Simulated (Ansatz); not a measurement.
# Ba2Tl5V3O12 (C2) in Ansatz: reference runs, part 2 of 2

Ansatz 0.2.0.

### 4 Single point, PBE, collinear spin, ferromagnetic start, 21.25 Å³/atom (volume scaled by 0.94)

Contents of input:

```
crystal:
  lattice:
    - [6.3574256828, -6.540618081, -0.0466772781]
    - [6.3574256828, 6.540618081, -0.0466772781]
    - [-1.9272279144, 0.0, 5.6347752146]
  atoms:
    - { symbol: Ba, position: [0.47917, 0.52083, 0.0] }
    - { symbol: Ba, position: [0.79264, 0.20736, 0.0] }
    - { symbol: V, position: [0.65694, 0.94605, 0.25735], spin: 2.0 }
    - { symbol: V, position: [0.05395, 0.34306, 0.74265], spin: 2.0 }
    - { symbol: V, position: [0.57442, 0.42558, 0.5], spin: 2.0 }
    - { symbol: Tl, position: [0.49835, 0.85629, 0.63726] }
    - { symbol: Tl, position: [0.14371, 0.50165, 0.36274] }
    - { symbol: Tl, position: [0.01508, 0.98492, 0.5] }
    - { symbol: Tl, position: [0.30964, 0.12677, 0.21892] }
    - { symbol: Tl, position: [0.87323, 0.69036, 0.78108] }
    - { symbol: O, position: [0.0039, 0.26325, 0.44275] }
    - { symbol: O, position: [0.59719, 0.60676, 0.67706] }
    - { symbol: O, position: [0.91333, 0.4282, 0.84635] }
    - { symbol: O, position: [0.52536, 0.79943, 0.20594] }
    - { symbol: O, position: [0.68766, 0.41628, 0.31356] }
    - { symbol: O, position: [0.09251, 0.20316, 0.88601] }
    - { symbol: O, position: [0.58372, 0.31234, 0.68644] }
    - { symbol: O, position: [0.79684, 0.90749, 0.11399] }
    - { symbol: O, position: [0.5718, 0.08667, 0.15365] }
    - { symbol: O, position: [0.20057, 0.47464, 0.79406] }
    - { symbol: O, position: [0.73675, 0.9961, 0.55725] }
    - { symbol: O, position: [0.39324, 0.40281, 0.32294] }
hamiltonian:
  xc: pbe
  pseudopotentials: { kind: paw }
magnetization:
  spin_polarized: true
kpoints:
  mp_grid: { grid: [3, 3, 5] }
scf:
  occupations: { method: fermi_dirac, width: 0.05 }
output:
  forces: true
  stress: true
  eigenvalues: true
```

Wall time 15 s (1 × NVIDIA H100 80GB HBM3 with 2 threads of AMD EPYC 7R13 (Zen 3), shared host); peak memory 1.2 GiB.

Results (log left out):

```yaml
Free_energy: -84680.9821 eV
Pressure: 5.0 GPa
Largest_force: 1.294 eV/Å
Band_gap_on_the_k_mesh: 2.90 eV, indirect (least direct gap 2.94 eV)
Net_moment: 0.00 μB per cell
Absolute_moment: 0.00 μB per cell
```

Caveat: odd divisions of the mesh miss points on the zone boundary, where band edges often lie, so the gap on the mesh can be too wide; the pressure holds a Pulay correction of +0.3 GPa for the finite cutoff; spin-orbit coupling is left out, which as a rule narrows the gap of such compounds by several tenths of an eV; forces of over 1 eV/Å show positions far from the minimum, so gaps and moduli don't describe the material at rest; the starting moments weren't kept.

### 5 Single point, PBE, collinear spin, ferromagnetic start, 21.70 Å³/atom (volume scaled by 0.96)

Changes to input since step 4:

```diff
@@ -2,5 +2,5 @@
   lattice:
-    - [6.3574256828, -6.540618081, -0.0466772781]
-    - [6.3574256828, 6.540618081, -0.0466772781]
-    - [-1.9272279144, 0.0, 5.6347752146]
+    - [6.4021977613, -6.5866802893, -0.0470060021]
+    - [6.4021977613, 6.5866802893, -0.0470060021]
+    - [-1.9408003892, 0.0, 5.6744580376]
   atoms:
@@ -41 +41,5 @@
   eigenvalues: true
+  write_density: true
+  write_potential: true
+  elf: true
+  volumetric_format: npy
```

Potentials or basis: Ansatz PAW.

The log of the run:

```text
GPUs: using 1 of 1 available (devices: 1).
[... 116 lines left out ...]
  k-point 2 ↑: bands = ["-59.0850", "-58.9430", "-58.9430", "-33.1170", "-33.0639", "-33.0386", "-32.9779", "-32.9779", "-32.9302", "-32.9301", "-32.8893", "-32.8892", "-20.4098", "-20.3754", "-12.2959", "-12.0232", "-11.9419", "-11.9096", "-11.6006", "-11.5688", "-11.5037", "-11.5003", "-11.4932", "-11.4236", "-11.3867", "-11.2559", "-5.7338", "-5.6547", "-5.6384", "-5.6001", "-5.5738", "-5.5076", "-5.0651", "-5.0626", "-5.0565", "-5.0329", "-5.0271", "-5.0119", "-4.9926", "-4.9829", "-4.9756", "-4.9695", "-4.9498", "-4.9043", "-4.8943", "-4.8929", "-4.8821", "-4.8750", "-4.8663", "-4.8479", "-4.8341", "-4.8216", "-4.8187", "-4.8094", "-4.7863", "-4.7694", "-4.7568", "-0.5265", "-0.3941", "-0.3208", "-0.0019", "0.1267", "1.2328", "1.2568", "1.3311", "1.4105", "1.4902", "1.5411", "1.5668", "1.6058", "1.6149", "1.7560", "1.8059", "1.9368", "2.1189", "2.3309", "2.3744", "2.3842", "2.4347", "2.6011", "2.6614", "2.7404", "2.8040", "2.9286", "3.1584", "3.2524", "3.3386", "3.4285", "3.5171", "3.6156", "3.6321", "3.7075", "3.8900", "3.9105", "3.9382", "4.0447", "4.1635", "4.2677", "7.5885", "7.7385", "7.8275", "8.0408", "8.1396", "8.2649", "8.3334", "8.4307", "8.5580", "8.6260", "8.8466", "9.0234", "9.2273", "9.3043", "9.4179", "9.4831", "9.6042", "9.7308", "9.8469", "9.9936", "10.0660", "10.1566", "10.1963", "10.6326", "10.7156"]
  k-point 15 ↓: bands = ["-59.0850", "-58.9430", "-58.9430", "-33.1170", "-33.0639", "-33.0386", "-32.9779", "-32.9779", "-32.9302", "-32.9301", "-32.8893", "-32.8892", "-20.4094", "-20.3758", "-12.2971", "-12.0170", "-11.9465", "-11.9031", "-11.6328", "-11.5487", "-11.5154", "-11.5049", "-11.4821", "-11.4178", "-11.3811", "-11.2564", "-5.7361", "-5.6491", "-5.6398", "-5.6038", "-5.5662", "-5.5075", "-5.0620", "-5.0603", "-5.0544", "-5.0329", "-5.0300", "-5.0149", "-4.9953", "-4.9794", "-4.9757", "-4.9717", "-4.9510", "-4.9085", "-4.8965", "-4.8921", "-4.8820", "-4.8751", "-4.8608", "-4.8516", "-4.8354", "-4.8277", "-4.8225", "-4.8020", "-4.7877", "-4.7717", "-4.7543", "-0.6005", "-0.4597", "-0.2765", "0.1337", "0.1653", "1.2408", "1.3067", "1.3347", "1.3836", "1.4106", "1.5051", "1.5702", "1.6144", "1.6552", "1.7603", "1.8407", "1.9399", "2.0470", "2.2970", "2.3546", "2.4244", "2.4663", "2.5450", "2.6746", "2.7068", "2.8813", "2.9894", "3.1273", "3.2851", "3.3115", "3.3597", "3.5380", "3.6107", "3.6470", "3.6651", "3.7647", "3.8439", "3.9990", "4.0873", "4.1893", "4.2684", "7.6767", "7.7224", "7.8455", "8.0364", "8.1416", "8.2934", "8.3018", "8.4217", "8.5560", "8.6607", "8.8525", "9.0154", "9.2588", "9.3733", "9.4730", "9.6003", "9.6514", "9.7090", "9.8105", "9.9654", "10.0967", "10.1425", "10.3006", "10.3685", "10.5582"]
```

rho_z.tsv:

```text
# z_ang	rho[e/angstrom^3]	rho_spin[e/angstrom^3]
# format = ansatz-planar-average/11
# lattice	6.402197761	-6.586680289	-0.047006002
# lattice	6.402197761	6.586680289	-0.047006002
# lattice	-1.940800389	0.000000000	5.674458038
# sites	22
# site	56	6.402197761	0.274401101	-0.047006002
# site	56	6.402197761	-3.855052240	-0.047006002
# site	23	9.763194009	1.904275138	1.384971625
# site	23	1.100401124	1.904275138	4.195474409
# site	23	5.431797567	-0.980361494	2.790223017
# site	81	7.435878719	2.357636343	3.552428918
[... 14 lines left out ...]
# site	8	10.012537374	1.708255533	3.080637391
# site	8	4.469707450	0.063034530	1.795090351
0.000000	1.989173e-1	3.246710e-9
0.133271	2.067150e-1	2.243590e-9
0.266541	2.292705e-1	-7.261962e-10
0.399812	2.633929e-1	-5.367091e-9
0.533083	3.031604e-1	-1.074227e-8
0.666353	3.428144e-1	-1.537913e-8
[... 37 lines left out ...]
5.730640	2.292705e-1	-7.261962e-10
5.863910	2.067150e-1	2.243590e-9
```

Wall time 15 s (1 × NVIDIA H100 80GB HBM3 with 2 threads of AMD EPYC 7R13 (Zen 3), shared host); peak memory 1.2 GiB.

What came out:

```
Free energy            : -84681.2357 eV
Pressure               : 3.2 GPa
Largest force          : 0.831 eV/Å
Band gap on the k mesh : 2.91 eV, indirect (least direct gap 2.95 eV)
Net moment             : 0.00 μB per cell
Absolute moment        : 0.00 μB per cell
```

Caveat: odd divisions of the mesh miss points on the zone boundary, where band edges often lie, so the gap on the mesh can be too wide; the pressure holds a Pulay correction of +0.3 GPa for the finite cutoff; spin-orbit coupling is left out, which as a rule narrows the gap of such compounds by several tenths of an eV; the starting moments weren't kept.

### 6 Single point, PBE, collinear spin, ferromagnetic start, 22.15 Å³/atom (volume scaled by 0.98)

Changes to input since step 5:

```diff
@@ -2,5 +2,5 @@
   lattice:
-    - [6.4021977613, -6.5866802893, -0.0470060021]
-    - [6.4021977613, 6.5866802893, -0.0470060021]
-    - [-1.9408003892, 0.0, 5.6744580376]
+    - [6.4463522446, -6.6321071061, -0.0473301917]
+    - [6.4463522446, 6.6321071061, -0.0473301917]
+    - [-1.9541856424, 0.0, 5.7135934676]
   atoms:
@@ -41,5 +41 @@
   eigenvalues: true
-  write_density: true
-  write_potential: true
-  elf: true
-  volumetric_format: npy
```

Potentials or basis: Ansatz PAW.

Wall time 13 s (1 × NVIDIA H100 80GB HBM3 with 2 threads of AMD EPYC 7R13 (Zen 3), shared host); peak memory 1.2 GiB.

It converged, with:

```
Free energy            : -84681.3809 eV
Pressure               : 1.5 GPa
Largest force          : 0.400 eV/Å
Band gap on the k mesh : 2.91 eV, indirect (least direct gap 2.95 eV)
Net moment             : 0.00 μB per cell
Absolute moment        : 0.00 μB per cell
```

Caveat: odd divisions of the mesh miss points on the zone boundary, where band edges often lie, so the gap on the mesh can be too wide; the pressure holds a Pulay correction of +0.3 GPa for the finite cutoff; spin-orbit coupling is left out, which as a rule narrows the gap of such compounds by several tenths of an eV; the starting moments weren't kept.

### 7 Single point, PBE, collinear spin, ferromagnetic start, 22.60 Å³/atom

Changes to input since step 6:

```diff
@@ -2,5 +2,5 @@
   lattice:
-    - [6.4463522446, -6.6321071061, -0.0473301917]
-    - [6.4463522446, 6.6321071061, -0.0473301917]
-    - [-1.9541856424, 0.0, 5.7135934676]
+    - [6.48991, -6.67692, -0.04765]
+    - [6.48991, 6.67692, -0.04765]
+    - [-1.96739, 0.0, 5.7522]
   atoms:
@@ -41 +41,5 @@
   eigenvalues: true
+  write_density: true
+  write_potential: true
+  elf: true
+  volumetric_format: npy
```

Wall time 16 s (1 × NVIDIA H100 80GB HBM3 with 2 threads of AMD EPYC 7R13 (Zen 3), shared host); peak memory 1.2 GiB.

It converged, with:

* Free energy: -84681.4269 eV
* Pressure: 0.0 GPa
* Largest force: 0.005 eV/Å
* Band gap on the k mesh: 2.90 eV, indirect (least direct gap 2.95 eV)
* Net moment: 0.00 μB per cell
* Absolute moment: 0.00 μB per cell

Caveat: odd divisions of the mesh miss points on the zone boundary, where band edges often lie, so the gap on the mesh can be too wide; the pressure holds a Pulay correction of +0.3 GPa for the finite cutoff; spin-orbit coupling is left out, which as a rule narrows the gap of such compounds by several tenths of an eV; the starting moments weren't kept.

### 8 Single point, PBE, collinear spin, ferromagnetic start, 23.05 Å³/atom (volume scaled by 1.02)

Changes to input since step 7:

```diff
@@ -2,5 +2,5 @@
   lattice:
-    - [6.48991, -6.67692, -0.04765]
-    - [6.48991, 6.67692, -0.04765]
-    - [-1.96739, 0.0, 5.7522]
+    - [6.532890789, -6.7211393019, -0.0479655721]
+    - [6.532890789, 6.7211393019, -0.0479655721]
+    - [-1.9804194526, 0.0, 5.7902951499]
   atoms:
```

It took 16 s on 1 × NVIDIA H100 80GB HBM3 with 2 threads of AMD EPYC 7R13 (Zen 3), shared host; peak memory 1.2 GiB.

Results (log left out):

```
Free energy            : -84681.3843 eV
Pressure               : -1.3 GPa
Largest force          : 0.370 eV/Å
Band gap on the k mesh : 2.88 eV, indirect (least direct gap 2.94 eV)
Net moment             : 0.00 μB per cell
Absolute moment        : 0.00 μB per cell
```

Caveat: odd divisions of the mesh miss points on the zone boundary, where band edges often lie, so the gap on the mesh can be too wide; spin-orbit coupling is left out, which as a rule narrows the gap of such compounds by several tenths of an eV; the starting moments weren't kept.

### 9 Single point, PBE, collinear spin, ferromagnetic start, 23.51 Å³/atom (volume scaled by 1.04)

Changes to input since step 8:

```diff
@@ -2,5 +2,5 @@
   lattice:
-    - [6.532890789, -6.7211393019, -0.0479655721]
-    - [6.532890789, 6.7211393019, -0.0479655721]
-    - [-1.9804194526, 0.0, 5.7902951499]
+    - [6.5753133464, -6.7647842866, -0.0482770456]
+    - [6.5753133464, 6.7647842866, -0.0482770456]
+    - [-1.9932796795, 0.0, 5.8278955227]
   atoms:
@@ -41,5 +41 @@
   eigenvalues: true
-  write_density: true
-  write_potential: true
-  elf: true
-  volumetric_format: npy
```

Potentials or basis: Ansatz PAW.

It took 12 s on 1 × NVIDIA H100 80GB HBM3 with 2 threads of AMD EPYC 7R13 (Zen 3), shared host; peak memory 1.2 GiB.

The run converged. Its results:

```yaml
Free_energy: -84681.2631 eV
Pressure: -2.6 GPa
Largest_force: 0.715 eV/Å
Band_gap_on_the_k_mesh: 2.86 eV, indirect (least direct gap 2.90 eV)
Net_moment: 0.00 μB per cell
Absolute_moment: 0.00 μB per cell
```

Caveat: odd divisions of the mesh miss points on the zone boundary, where band edges often lie, so the gap on the mesh can be too wide; spin-orbit coupling is left out, which as a rule narrows the gap of such compounds by several tenths of an eV; the starting moments weren't kept.

### 10 Single point, PBE, collinear spin, ferromagnetic start, 23.96 Å³/atom (volume scaled by 1.06)

Changes to input since step 9:

```diff
@@ -2,5 +2,5 @@
   lattice:
-    - [6.5753133464, -6.7647842866, -0.0482770456]
-    - [6.5753133464, 6.7647842866, -0.0482770456]
-    - [-1.9932796795, 0.0, 5.8278955227]
+    - [6.6171954524, -6.8078732463, -0.048584551]
+    - [6.6171954524, 6.8078732463, -0.048584551]
+    - [-2.0059760707, 0.0, 5.8650168771]
   atoms:
```

Wall time 9.2 s (1 × NVIDIA H100 80GB HBM3 with 2 threads of AMD EPYC 7R13 (Zen 3), shared host); peak memory 1.2 GiB.

Results (log left out):

| Property | Result |
| --- | --- |
| Free energy | -84681.0701 eV |
| Pressure | -3.6 GPa |
| Largest force | 1.035 eV/Å |
| Band gap on the k mesh | 2.83 eV, indirect (least direct gap 2.86 eV) |
| Net moment | 0.00 μB per cell |
| Absolute moment | 0.00 μB per cell |

Caveat: odd divisions of the mesh miss points on the zone boundary, where band edges often lie, so the gap on the mesh can be too wide; spin-orbit coupling is left out, which as a rule narrows the gap of such compounds by several tenths of an eV; forces of over 1 eV/Å show positions far from the minimum, so gaps and moduli don't describe the material at rest; the starting moments weren't kept.

### 11 Equation of state, PBE, collinear spin, ferromagnetic start

Potentials or basis: Ansatz PAW.

This step only gathers the single runs of the series.

Results:

```
Equilibrium volume                        : 22.60 Å³/atom
Bulk modulus at fixed shape and positions : 71 GPa
Pressure derivative of the bulk modulus   : 4.4
```

Energy against volume, from the lowest point:
```
volume (Å³/atom)  energy (meV/atom)
          21.247              20.22
          21.699               8.69
          22.151               2.09
          22.603               0.00
          23.055               1.94
          23.507               7.45
          23.959              16.22
```

Caveat: the cell was scaled at fixed shape and fractional positions, which overstates the stiffness of a crystal with free parameters, most of all of layers and chains. Spin-orbit coupling is left out, which matters for the levels of Ba, Tl.

### 12 The runs side by side

```csv
task,cell,gap on the mesh (eV),pressure (GPa),moment (μB)
single point,as given,2.90,0.0,0.00
single point,"atoms moved at random, drawn with an rms of 0.05 Å",2.71,-0.3,0.00
equation of state,as given,-,-,-
```

Alike in all rows: level PBE; potentials or basis Ansatz PAW; spin collinear, ferromagnetic start; k mesh 3 × 3 × 5; cutoff (eV) 420; smearing fermi-dirac 0.05 eV.

Caveats: odd divisions of the mesh miss points on the zone boundary, where band edges often lie, so the gap on the mesh can be too wide (some runs); spin-orbit coupling is left out, which as a rule narrows the gap of such compounds by several tenths of an eV (some runs); the starting moments weren't kept (some runs); the cell was scaled at fixed shape and fractional positions, which overstates the stiffness of a crystal with free parameters, most of all of layers and chains (some runs).

Absolute energies hang on the potentials; compare differences alone.
